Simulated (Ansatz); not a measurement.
# MgF: the cost of one run

Program: Ansatz 0.2.0. Level of theory: DFT PBE, scalar-relativistic, plane waves, PAW. These are calculated values, not measurements.

The COD cell was measured well above room temperature, so it is larger than a cold one.

3 further runs of the same task are left out: 3 set aside as unsound or not needed.

**1. The system as given**

Symmetry: Fm-3m, No. 225, cubic system. Conventional cell: a = 4.917 Å, b = 4.917 Å, c = 4.917 Å, α = 90.00°, β = 90.00°, γ = 90.00°. Mg (site symmetry m-3m) has 6 F at 2.46 Å as nearest neighbours. Around F (site symmetry m-3m) lie 6 Mg at 2.46 Å.

Structure file:

```cif
data_structure
_symmetry_space_group_name_H-M 'P 1'
_symmetry_Int_Tables_number 1
_cell_length_a 3.4768
_cell_length_b 3.4768
_cell_length_c 3.4768
_cell_angle_alpha 60.000
_cell_angle_beta 60.000
_cell_angle_gamma 60.000
_cell_volume 29.72
loop_
_atom_site_label
_atom_site_type_symbol
_atom_site_fract_x
_atom_site_fract_y
_atom_site_fract_z
_atom_site_occupancy
Mg1 Mg 0.00000 0.00000 0.00000 1
F1 F 0.50000 0.50000 0.50000 1
```

This is candidate A: rock salt type (Fm-3m, No. 225).

(A quick probe on a coarse mesh, which set the mesh and smearing, is not shown.)

**3. The relaxation (candidate A)**

The input, input.yaml:

```yaml
crystal:
  lattice:
    - [0.0, 2.4584544921, 2.4584544921]
    - [2.4584544921, 0.0, 2.4584544921]
    - [2.4584544921, 2.4584544921, 0.0]
  atoms:
    - { symbol: Mg, position: [0.0, 0.0, 0.0] }
    - { symbol: F, position: [0.5, 0.5, 0.5] }
basis:
  ecutwfc: 420
kpoints:
  mp_grid: { grid: [20, 20, 20] }
hamiltonian:
  xc: pbe
scf:
  occupations: { method: gaussian, width: 0.1 }
output:
  forces: true
  stress: true
  eigenvalues: true
relax:
  adjacent_minimum: "off"
  f_tol: 0.01
  max_steps: 80
  cell: { stress_tol: 0.05 }
```

The run is started by

```console
> ansatz run input.yaml --threads 1 --pin off --max-ram 2560MiB --backend cpu --events-out ev --progress --plain --runs-dir out
```

What time and memory should one allow on 1 thread of Arm Neoverse V2, shared host?

About 11 s, with a peak of 0.37 GiB.
